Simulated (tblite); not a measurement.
# C5H9BF2S: the cost of one run

Programs: tblite 0.8.0 and PySCF 2.14.0, with density-fitted response routines of our own. Each step states its level of theory. These are calculated values for one molecule in the gas phase, unless marked as measured. Atoms are numbered from 0 throughout.

### 1 The starting structure

18 atoms, charge 0, multiplicity 1; geometry from: force field or distance geometry start.

Bonds of the start (Å): C0–C1 1.52, C1–C2 1.56, C2–S3 1.82, C2–C4 1.51, C4–C5 1.52, C5–B6 1.61, B6–F7 1.45, B6–F8 1.45, C5–C2 1.52, C0–H9 1.11, C0–H10 1.12, C0–H11 1.10, C1–H12 1.10, C1–H13 1.11, S3–H14 1.40, C4–H15 1.11, C4–H16 1.12, C5–H17 1.12.

### 2 Optimising the geometry with GFN2-xTB

Job settings and geometry (Å):

```
{"job": {"kind": "relax", "xc": "GFN2-xTB", "basis": "xTB"}, "charge": 0, "multiplicity": 1}
C     -1.479600     1.570500     0.094800
C     -0.927800     0.359500    -0.638600
C     -0.214600    -0.610700     0.355600
S     -1.234900    -1.369500     1.654300
C      0.765100    -1.573100    -0.280900
C      1.265900    -0.487100     0.662500
B      2.157600     0.632400    -0.066700
F      1.881100     2.034100     0.153900
F      3.385400     0.242300    -0.726700
H     -1.936900     2.270900    -0.639600
H     -2.284700     1.265100     0.807700
H     -0.690700     2.101300     0.651700
H     -1.762800    -0.184700    -1.113300
H     -0.231800     0.698800    -1.433800
H     -2.052000    -2.040700     0.734400
H      0.779700    -2.592700     0.158300
H      0.959000    -1.403600    -1.368700
H      1.613200    -0.906500     1.636600
```

Launch:

```sh
OMP_NUM_THREADS=1 python probes_run.py task.json out
```

One launch serves the whole session: the jobs run in the order shown.

**Question.** How long does this first job take on 1 thread of Arm Neoverse N1, shared host, and how much memory does it need?

About 1.4 s, with a peak of 0.18 GiB.
